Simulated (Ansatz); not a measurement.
**ClFH₄OSi₂: basis-set convergence**

Aim: see how fast density functionals converge with the basis set for ClFH₄OSi₂.

Computed with Ansatz 0.2.0, Gaussian basis. Level: one geometry, several basis sets.

Levels to be run: PBE0-D4/def2-SVP; ωB97M-V/def2-SVP; PBE0-D4/def2-QZVPP; ωB97M-V/def2-QZVPP; the functionals' def2-TZVPP values are taken from earlier runs.

### 1 Structure used throughout

All runs share one geometry, relaxed beforehand with PBE0-D4 in a triple-zeta def2 set.

SMILES `F[SiH](Cl)O[SiH3]`, 9 atoms, charge 0, spin multiplicity 1.

Atoms are counted from 1 here; the program's logs count them from 0.

Bond lengths: F1–Si2 1.584 Å, Si2–Cl3 2.036 Å, Si2–O4 1.603 Å, Si2–H6 1.466 Å, O4–Si5 1.647 Å, Si5–H7 1.481 Å, Si5–H8 1.483 Å, Si5–H9 1.483 Å. Angles: F1–Si2–Cl3 107.3°, F1–Si2–O4 109.6°, F1–Si2–H6 108.7°, Cl3–Si2–O4 110.5°, Cl3–Si2–H6 110.1°, O4–Si2–H6 110.6°, Si2–O4–Si5 149.6°, O4–Si5–H7 107.4°, O4–Si5–H8 109.5°, O4–Si5–H9 109.5°, H7–Si5–H8 110.2°, H7–Si5–H9 110.3°, H8–Si5–H9 110.0°.

### 2 PBE0-D4 in def2-SVP

File in.yaml:

```yaml
crystal:
  periodic: [false, false, false]
  atoms:
    - {symbol: F, position_ang: [-2.311952, -0.644572, -0.745577]}
    - {symbol: Si, position_ang: [-1.488687, 0.120762, 0.370462]}
    - {symbol: Cl, position_ang: [-1.584963, 2.107687, -0.061392]}
    - {symbol: O, position_ang: [0.033202, -0.383446, 0.355468]}
    - {symbol: Si, position_ang: [1.553760, -0.291322, -0.271397]}
    - {symbol: H, position_ang: [-2.106244, -0.143243, 1.674087]}
    - {symbol: H, position_ang: [2.450673, -1.051112, 0.629568]}
    - {symbol: H, position_ang: [1.565738, -0.889308, -1.628219]}
    - {symbol: H, position_ang: [1.976972, 1.128355, -0.339999]}
basis:
  gaussian: {orbitals: def2-SVP}
hamiltonian: {xc: pbe0, dispersion: d4}
output: {orbitals: {seedname: orbitals}}
```

Command:

```console
> ansatz run in.yaml --threads 4 --pin off --events-out ev --progress --plain --max-ram 10444MiB
```

The runs that follow: ωB97M-V in def2-SVP; PBE0-D4 in def2-QZVPP; ωB97M-V in def2-QZVPP.

Q: Predict the results of all the runs planned. Wanted: PBE0-D4: double and triple zeta above quadruple; ωB97M-V: double and triple zeta above quadruple.

**Answer**, as computed:

| quantity | value |
| --- | --- |
| PBE0-D4: double and triple zeta above quadruple | 17.58, 1.21 eV |
| ωB97M-V: double and triple zeta above quadruple | 17.57, 1.13 eV |

For PBE0-D4 the step from double to triple zeta gains 16.36 eV and the next only 1.21 eV. Total energies overstate the basis error of differences, where much of it tends to cancel. The LUMO of ωB97M-V is positive and keeps falling with the basis (2.34 to 1.25 eV): an unbound level that the basis holds in place.
